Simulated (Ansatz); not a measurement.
# C₂H₈BClSi: a ladder of functionals and wavefunction methods

The task here is to estimate one member of a computed series from the others.

The runs use Ansatz 0.2.0, Gaussian basis; functionals in def2-TZVPP, the program's frozen cores in correlated methods.

The runs, in order: PBE-D4, r2SCAN-D4, PBE0-D4, B3LYP-D4, ωB97X-V, ωB97M-V, B2PLYP; CCSD(T)/def2-TZVPP; MP2/def2-QZVPP; extrapolation to the limit.

### The geometry

All runs share one geometry, relaxed beforehand with PBE0-D4 in a triple-zeta def2 set.

SMILES `C[SiH2]BCCl`, 13 atoms, charge 0, spin multiplicity 1.

Atoms are counted from 1 here; the program's logs count them from 0.

Bond lengths: C1–Si2 1.881 Å, C1–H6 1.093 Å, C1–H7 1.093 Å, C1–H8 1.092 Å, Si2–B3 2.011 Å, Si2–H9 1.492 Å, Si2–H10 1.496 Å, B3–C4 1.562 Å, B3–H11 1.196 Å, C4–Cl5 1.826 Å, C4–H12 1.087 Å, C4–H13 1.086 Å. Angles: Si2–C1–H6 111.1°, Si2–C1–H7 110.8°, Si2–C1–H8 111.1°, H6–C1–H7 108.1°, H6–C1–H8 107.7°, H7–C1–H8 108.0°, C1–Si2–B3 113.3°, C1–Si2–H9 109.3°, C1–Si2–H10 108.9°, B3–Si2–H9 111.0°, B3–Si2–H10 107.7°, H9–Si2–H10 106.3°, Si2–B3–C4 121.6°, Si2–B3–H11 121.7°, C4–B3–H11 116.5°, B3–C4–Cl5 79.2°, B3–C4–H12 121.3°, B3–C4–H13 120.7° and more.

Set-up of the first run:

The input, in.yaml:

```yaml
crystal:
  periodic: [false, false, false]
  atoms:
    - {symbol: C, position_ang: [-0.776773, -0.662600, -1.561002]}
    - {symbol: Si, position_ang: [-0.295391, -1.240931, 0.162564]}
    - {symbol: B, position_ang: [0.537267, 0.205952, 1.284130]}
    - {symbol: C, position_ang: [0.473100, 1.708527, 0.862107]}
    - {symbol: Cl, position_ang: [2.072465, 1.216680, 0.130016]}
    - {symbol: H, position_ang: [-1.510802, 0.145987, -1.513493]}
    - {symbol: H, position_ang: [0.096609, -0.295987, -2.105974]}
    - {symbol: H, position_ang: [-1.216945, -1.477545, -2.139611]}
    - {symbol: H, position_ang: [0.611742, -2.420582, 0.051978]}
    - {symbol: H, position_ang: [-1.522559, -1.718407, 0.873475]}
    - {symbol: H, position_ang: [1.042755, -0.030950, 2.341970]}
    - {symbol: H, position_ang: [-0.163322, 2.038472, 0.045609]}
    - {symbol: H, position_ang: [0.672356, 2.496586, 1.583031]}
basis:
  gaussian: {orbitals: def2-TZVPP}
hamiltonian: {xc: pbe, dispersion: d4}
output: {forces: true, orbitals: {seedname: orbitals}}
```

The run is started by

```
$ ansatz run in.yaml --threads 4 --pin off --events-out ev --progress --plain --max-ram 10444MiB
```

Among the steps run: PBE-D4 (GGA); r2SCAN-D4 (meta-GGA); PBE0-D4 (hybrid); B3LYP-D4 (hybrid); ωB97X-V (range-separated); ωB97M-V (range-separated); B2PLYP (double hybrid); CCSD(T) in def2-TZVPP; MP2 in def2-QZVPP.

One table of the session follows, with a row left open; its other results are not shown here.

```
            method  atomisation energy (kJ/mol)
            PBE-D4                            ?
         r2SCAN-D4                       4538.9
           PBE0-D4                       4535.0
          B3LYP-D4                       4513.9
           ωB97X-V                       4530.2
           ωB97M-V                       4531.1
            B2PLYP                       4459.4
     HF/def2-TZVPP                       3431.7
    MP2/def2-TZVPP                       4441.3
   CCSD/def2-TZVPP                       4348.1
CCSD(T)/def2-TZVPP                       4404.1
           MP2/CBS                       4542.4
       CCSD(T)/CBS                       4505.2
```

Q: Estimate the row for PBE-D4 from the others.

As computed: atomisation energy (kJ/mol): 4572.6. In the column «atomisation energy (kJ/mol)» it is the highest.

To keep in mind: Free atoms (2 C, 1 Si, 1 B, 1 Cl, 8 H) were run apart at each level; the atomisation energy is their sum less the molecule, without zero-point or spin-orbit terms.
